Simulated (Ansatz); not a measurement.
## AlN, space group P6_3mc: cell relaxations under several functionals, step by step

Computed with the Ansatz DFT code, driven from Python.

Notebook, run cell by cell (the value of a cell's last expression is shown):

```python
import ansatz as az
import numpy as np

def edges_and_angles(cell):
    cell = np.asarray(cell)
    a, b, c = np.linalg.norm(cell, axis=1)
    cosines = cell[1] @ cell[2] / (b * c), cell[0] @ cell[2] / (a * c), cell[0] @ cell[1] / (a * b)
    return (a, b, c, *np.degrees(np.arccos(cosines)))
```

```python
lattice = az.Lattice.of(
    (3.113, 0.0, 0.0),
    (-1.5565, 2.69594, 0.0),
    (0.0, 0.0, 4.981),
)
sites = [
    ("Al", (1 / 3, 2 / 3, 0.0)),
    ("Al", (2 / 3, 1 / 3, 0.5)),
    ("N", (1 / 3, 2 / 3, 0.38)),
    ("N", (2 / 3, 1 / 3, 0.88)),
]
cell = az.Crystal(lattice=lattice)
for symbol, position in sites:
    cell = cell.atom(symbol, position)
```

```python
len(cell.resolved().sites)
```

    4

```python
calc = (
    cell.calculation()
    .kpoints(mesh=(6, 6, 4))
    .occupations(az.OccupationsMethod.FIXED)
    .relax(cell=True)
)
```

```python
levels = [("pbe", "d3bj"), ("r2scan", "none"), ("r2scan", "rvv10")]
print("level            a       b       c    alpha   beta  gamma  V/atom  steps")
for name, dispersion in levels:
    seen = []
    run = calc.functional(name, dispersion=dispersion).session().plan()
    done = run.execute(on_event=lambda e: seen.append(e) if e["event"] == "relax_step" else None)
    cell = done.lattice.cell_ang
    label = name if dispersion == "none" else f"{name}+{dispersion}"
    print("{:13s} {:7.4f} {:7.4f} {:7.4f} {:6.2f} {:6.2f} {:6.2f}".format(label, *edges_and_angles(cell)), f"{abs(np.linalg.det(cell)) / len(done.lattice.sites):7.3f} {len(seen):5d}")
```

    level            a       b       c    alpha   beta  gamma  V/atom  steps
    DeckWarning: basis.ecutwfc = 420 eV, auto-derived from the records' recommended cutoffs: set by Al (normal level)
    pbe+d3bj       3.1094  3.1094  4.9780  90.00  90.00 120.00  10.421     5
    DeckWarning: basis.ecutwfc = 500 eV, auto-derived from the records' recommended cutoffs: set by Al (their level for a meta-GGA)
    r2scan         3.1068  3.1068  4.9781  90.00  90.00 120.00  10.403     6
    r2scan+rvv10   3.1034  3.1034  4.9717  90.00  90.00 120.00  10.367     6

From smallest to largest: r2SCAN+RVV10 (10.37 Å³ an atom, -0.8 % against the start), r2SCAN (10.40 Å³ an atom, -0.5 % against the start) and PBE+D3BJ (10.42 Å³ an atom, -0.3 % against the start). The spread is 0.5 % in volume.

Of the deposited cell: the entry's cell lengths or inner coordinates differ somewhat from later room-temperature determinations. The starting cell is as deposited in a crystallographic database; the results hold for this polymorph, which needn't be the stable one. Warnings are shown shortened and without file and line. Wall time of the script: 38 s on 1 thread of Arm Neoverse V2, on a shared host, peak memory 0.53 GiB.
